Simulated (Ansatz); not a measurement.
Crystal: WAu.

```
W Au
1.0
     0.00000    2.74798    2.74798
     2.74798    0.00000    2.74798
     2.74798    2.74798    0.00000
W Au
1 1
Direct
  0.00000 0.00000 0.00000
  0.75000 0.75000 0.75000
```

The cell was built by a generator and needn't be a form met in nature.

Program: Ansatz 0.2.0. Alike in all runs: potentials or basis Ansatz PAW; cell as given.

**Question.** Order these runs on this cell by their pressure, lowest first.
A. level PBE; spin off; k mesh 8 × 8 × 8; cutoff (eV) 420; smearing gaussian 0.028 eV
B. level LDA; spin SOC, no magnetisation; k mesh 6 × 6 × 6; cutoff (eV) 420; smearing fermi-dirac 0.05 eV; points for each segment of the path 14
C. level r2SCAN; spin SOC, no magnetisation; k mesh 6 × 6 × 6; cutoff (eV) 500; smearing fermi-dirac 0.05 eV; points for each segment of the path 14
D. level BLYP; spin off; k mesh 8 × 8 × 8; cutoff (eV) 420; smearing fermi-dirac 0.05 eV; points for each segment of the path 14
E. level PBEsol; spin SOC, no magnetisation; k mesh 6 × 6 × 6; cutoff (eV) 420; smearing fermi-dirac 0.05 eV; points for each segment of the path 14

**Answer.** B (21.7 GPa), E (25.5 GPa), C (28.5 GPa), A (32.7 GPa), D (40.7 GPa).

Caveats: the PAW data sets come from PBE, with cores solved anew for the run's functional, which leaves a small shift of forces and pressure (some runs); a pressure of tens of GPa on the cell as given is suspect, and the run, the potentials or the cell itself is likely at fault (some runs); so large a pressure means that the cell lies far from this level's equilibrium, or that cutoff or potentials fall short (some runs); the potentials were made for another functional, which shifts forces and pressure (some runs).

Not every run made on this cell is shown here.
